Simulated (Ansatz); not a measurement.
## GaGe in Ansatz: the effect of functional

GaGe:

```
CELL_PARAMETERS angstrom
0.00000 2.83869 2.83869
2.83869 0.00000 2.83869
2.83869 2.83869 0.00000
ATOMIC_POSITIONS crystal
Ge 0.00000 0.00000 0.00000
Ga 0.25000 0.25000 0.25000
```

The cell comes from a database or a generator and needn't be the stable form of this composition.

The cell isn't the ideal one: volume scaled by 0.94.

Alike in all runs:

| Quantity | Value |
| --- | --- |
| Program | Ansatz 0.2.0 |
| Task | single point |
| Potentials or basis | Ansatz PAW |
| k mesh | 8 × 8 × 8 |
| Occupations | fermi-dirac, width 0.05 eV |
| Spin | no spin polarisation |

```csv
functional,cutoff,pressure (GPa)
LDA,420 eV (not typed: the program's choice for these potentials),?
PBEsol,420 eV (not typed: the program's choice for these potentials),0.8
r2SCAN,500 eV (not typed: the program's choice for these potentials),1.2
```

Task: What does the run with functional LDA give?

Result: Pressure -1.1 GPa.

Caveats: the PAW data sets come from PBE, with cores solved anew for the run's functional, which leaves a small shift of forces and pressure.
